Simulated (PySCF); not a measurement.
# LuP10 (Lu(P5)2+): the cost of one run

The runs use PySCF 2.14.0; several levels, as the steps say, no spin–orbit coupling.

**1. Where the work starts**

11 atoms, charge 1, spin multiplicity 1.

Bond lengths: Lu1–P2 2.981 Å, Lu1–P3 3.046 Å, Lu1–P4 3.017 Å, Lu1–P5 2.935 Å, Lu1–P6 2.909 Å, Lu1–P7 2.981 Å, Lu1–P8 3.046 Å, Lu1–P9 3.017 Å, Lu1–P10 2.934 Å, Lu1–P11 2.909 Å, P2–P3 2.158 Å, P2–P6 2.164 Å, P3–P4 2.165 Å, P4–P5 2.160 Å, P5–P6 2.168 Å, P7–P8 2.158 Å, P7–P11 2.164 Å, P8–P9 2.165 Å and more. Angles: P2–Lu1–P3 42.0°, P2–Lu1–P4 71.3°, P2–Lu1–P5 72.5°, P2–Lu1–P6 43.1°, P2–Lu1–P7 155.3°, P2–Lu1–P8 114.7°, P2–Lu1–P9 95.1°, P2–Lu1–P10 111.7°, P2–Lu1–P11 153.1°, P3–Lu1–P4 41.8°, P3–Lu1–P5 71.6°, P3–Lu1–P6 72.0°, P3–Lu1–P7 114.6°, P3–Lu1–P8 80.4°, P3–Lu1–P9 85.0°, P3–Lu1–P10 124.0°, P3–Lu1–P11 152.2°, P4–Lu1–P5 42.5° and more.

Coordinates:

| atom | x (Å) | y (Å) | z (Å) |
| --- | --- | --- | --- |
| Lu1 | 0.4540 | 0.0017 | 0.0000 |
| P2 | -0.1829 | 1.8355 | 2.2623 |
| P3 | -1.8718 | 0.5441 | 1.8902 |
| P4 | -1.1908 | -1.5059 | 2.0311 |
| P5 | 0.9194 | -1.4772 | 2.4915 |
| P6 | 1.5503 | 0.5921 | 2.6290 |
| P7 | -0.1825 | -1.8368 | -2.2591 |
| P8 | -1.8717 | -0.5451 | -1.8892 |
| P9 | -1.1912 | 1.5048 | -2.0337 |
| P10 | 0.9191 | 1.4757 | -2.4941 |
| P11 | 1.5504 | -0.5937 | -2.6280 |

Formal oxidation states: Lu +3. Each metal's 14 4f electrons lie in its core potential, so multiplicities, spins and levels count the valence alone. An earlier session relaxed this geometry at BP86, Lu lcecp-1-SVP with ECP60, P def2-SVP (singlet, point group C2).

At BP86 on the finer grid: E = -3452.841600 Eh, HOMO -10.26 eV, LUMO -8.94 eV, Mulliken charge on Lu1 +0.51 e, largest force component 0.026 eV/Å. 

Levels to run: wB97X; BLYP; r2SCAN; HF; BP86, TZVP. Hardware: 4 threads of Arm Neoverse V1, shared host.

**2. wB97X**

Contents of run.py (the lines that set the calculation):

```python
mol = gto.M(atom='''
Lu     0.45398     0.00173     0.00000
P     -0.18292     1.83552     2.26230
P     -1.87183     0.54411     1.89020
P     -1.19084    -1.50593     2.03106
P      0.91941    -1.47718     2.49154
P      1.55033     0.59207     2.62900
P     -0.18254    -1.83683    -2.25915
P     -1.87172    -0.54506    -1.88917
P     -1.19117     1.50484    -2.03370
P      0.91914     1.47570    -2.49411
P      1.55040    -0.59367    -2.62800''',
    basis={'Lu': 'lcecp-1-SVP', 'P': 'def2-SVP'},
    ecp={'Lu': 'lcecp-1-SVP'},
    charge=1, spin=0)
mf = dft.RKS(mol, xc='WB97X')
mf.grids.atom_grid = (75, 302)  # f atoms: unpruned, at least (60, 302)
mf = mf.density_fit()  # fitting sets: Lu AutoAux, P def2-universal-JKFIT
mf.conv_tol = 1e-08; mf.max_cycle = 55
mf.kernel(dm0)  # dm0: the density of the relaxed state
```

Command:

```console
$ OMP_NUM_THREADS=4 python run.py
```

**Question.** How long does this run take on 4 threads of Arm Neoverse V1, shared host?

About 42 s.
